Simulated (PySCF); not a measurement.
# H4O5Re (Re(O)3(H2O)2+): the cost of one run

Method: TPSS, Re def2-SVP with ECP60, O def2-SVP, H def2-SVP; scalar-relativistic core potentials, no spin–orbit coupling; program: PySCF 2.14.0.

3 further runs of the same task are left out: 1 for a known fault of the program, 1 that didn't finish, 1 set aside as unsound or not needed.

## Step 1: Starting geometry

10 atoms, charge 1, spin multiplicity 1.

Bond lengths: Re1–O2 1.708 Å, Re1–O3 1.708 Å, Re1–O4 1.709 Å, Re1–O5 2.144 Å, O5–H6 0.982 Å, O5–H7 0.983 Å, O8–H9 0.983 Å, O8–H10 0.983 Å. Angles: O2–Re1–O3 107.8°, O2–Re1–O4 106.0°, O2–Re1–O5 123.4°, O3–Re1–O4 106.1°, O3–Re1–O5 121.5°, O4–Re1–O5 86.3°, Re1–O5–H6 124.9°, Re1–O5–H7 123.3°, H6–O5–H7 111.5°, H9–O8–H10 105.4°.

As a file:

| atom | x (Å) | y (Å) | z (Å) |
| --- | --- | --- | --- |
| Re1 | 0.0329 | 0.1586 | 0.1018 |
| O2 | 0.5361 | -0.1667 | 1.7008 |
| O3 | 1.3714 | -0.0916 | -0.9289 |
| O4 | -0.3035 | 1.8336 | 0.0458 |
| O5 | -1.9790 | -0.1277 | -0.5830 |
| H6 | -2.3709 | -0.9940 | -0.8268 |
| H7 | -2.5860 | 0.6149 | -0.7977 |
| O8 | -0.3971 | -2.1112 | -0.1217 |
| H9 | -0.3954 | -2.6187 | 0.7201 |
| H10 | 0.2457 | -2.5715 | -0.7063 |

Formal oxidation states: Re +7. An earlier session relaxed this geometry at TPSS, Re def2-SVP with ECP60, O def2-SVP, H def2-SVP (singlet, point group C1).

Its energy there is -456.437941 Eh.

## Step 2: Multiplicity 3 at the relaxed geometry

File run.py (the lines that set the calculation):

```python
mol = gto.M(atom='''
Re     0.03291     0.15863     0.10185
O      0.53606    -0.16673     1.70077
O      1.37139    -0.09160    -0.92887
O     -0.30349     1.83360     0.04578
O     -1.97897    -0.12770    -0.58298
H     -2.37087    -0.99397    -0.82682
H     -2.58597     0.61486    -0.79772
O     -0.39707    -2.11117    -0.12169
H     -0.39541    -2.61866     0.72010
H      0.24566    -2.57153    -0.70626''',
    basis={'Re': 'def2-SVP', 'O': 'def2-SVP', 'H': 'def2-SVP'},
    ecp={'Re': 'def2-SVP'},
    charge=1, spin=2)
mf = dft.UKS(mol, xc='TPSS')
mf.grids.atom_grid = (50, 194)
mf = mf.density_fit()  # fitting sets: Re def2-universal-JKFIT, O def2-universal-JKFIT, H def2-universal-JKFIT
mf.conv_tol = 1e-08; mf.max_cycle = 55
mf.kernel(dm0)  # dm0: free metal ions and neutral atoms
```

The run is started by

```bash
OMP_NUM_THREADS=2 python run.py
```

**Question.** How long does this run take on 2 threads of Arm Neoverse V2, shared host?

About 16 s.
